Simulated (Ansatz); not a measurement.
This script makes the interaction energy of a dimer with the counterpoise correction of CH4SSi, SMILES C[Si]S with Ansatz's Python interface.

The script, `run_dimer.py`:
```python
"""Interaction energy of two CH4SSi molecules, with the counterpoise correction."""

import ansatz

FIRST = [
    ("C", (-0.8688, 0.6167, -0.2348)),
    ("Si", (0.2933, -0.0457, 0.9472)),
    ("S", (1.6148, -1.3325, -0.1234)),
    ("H", (-1.4248, -0.1144, -0.7408)),
    ("H", (-0.4166, 1.2361, -1.0459)),
    ("H", (-1.6243, 1.343, 0.2573)),
    ("H", (2.4267, -1.7033, 0.9401)),
]
SECOND = [
    ("C", (-2.0964, 1.9657, 2.7651)),
    ("Si", (-1.3313, 3.2746, 3.7073)),
    ("S", (-0.3162, 4.5373, 2.3204)),
    ("H", (-1.4203, 1.3955, 2.2017)),
    ("H", (-2.8635, 2.3011, 2.0267)),
    ("H", (-2.6865, 1.2318, 3.4387)),
    ("H", (0.1652, 5.4721, 3.2271)),
]

def energy(atoms, ghosts=()):
    molecule = ansatz.Crystal.molecule()
    for symbol, xyz in atoms:
        molecule = molecule.atom(symbol, xyz)
    calc = (
        molecule.calculation()
        .basis(gaussian="cc-pVDZ")
        .functional("hf")
    )
    deck = calc.input()
    if ghosts:
        deck = deck.set(ansatz.key.basis.gaussian.ghost_atoms, [{"symbol": s, "position_ang": list(xyz)} for s, xyz in ghosts])
    return ansatz.Session.from_dict(deck).plan().execute().report["free_energy_ev"]

# monomers in their own basis and in the basis of the dimer
both = energy(FIRST + SECOND)
alone = energy(FIRST) + energy(SECOND)
ghosted = energy(FIRST, SECOND) + energy(SECOND, FIRST)
print(f"dimer {both:.6f} eV")
print(f"interaction, uncorrected   {(both - alone):8.3f} eV")
print(f"interaction, counterpoise  {(both - ghosted):8.3f} eV")
print(f"basis-set superposition    {(alone - ghosted):8.3f} eV")
```

How large is the interaction at this pose, and how much of it is basis-set superposition?

Uncorrected it is 0.243 eV, with the counterpoise correction 0.267 eV; the difference, 0.02 eV, is the superposition error. In this basis both values are repulsive.

The run itself:

```console
$ python run_dimer.py
dimer -39545.663034 eV
interaction, uncorrected      0.243 eV
interaction, counterpoise     0.267 eV
basis-set superposition       0.023 eV
```

Total energies depend on the basis set; only differences at equal settings carry meaning. The dimer is a generated trial pose of unrelaxed monomers, not a minimum, so the figure is no binding energy, and the basis set is small. Hartree-Fock leaves correlation out, so bond, atomisation and ionisation energies come out well too low. This level lacks the dispersion part of the attraction (electrostatics and induction are there), which can decide the sign where the interaction is weak. The whole script took 13 s on 1 thread of Intel(R) Xeon(R) Platinum 8259CL CPU @ 2.50GHz (Skylake/Cascade Lake) (shared host), peak memory 0.38 GiB.

(Lines on the test bed's own set-up are left out of the output.)
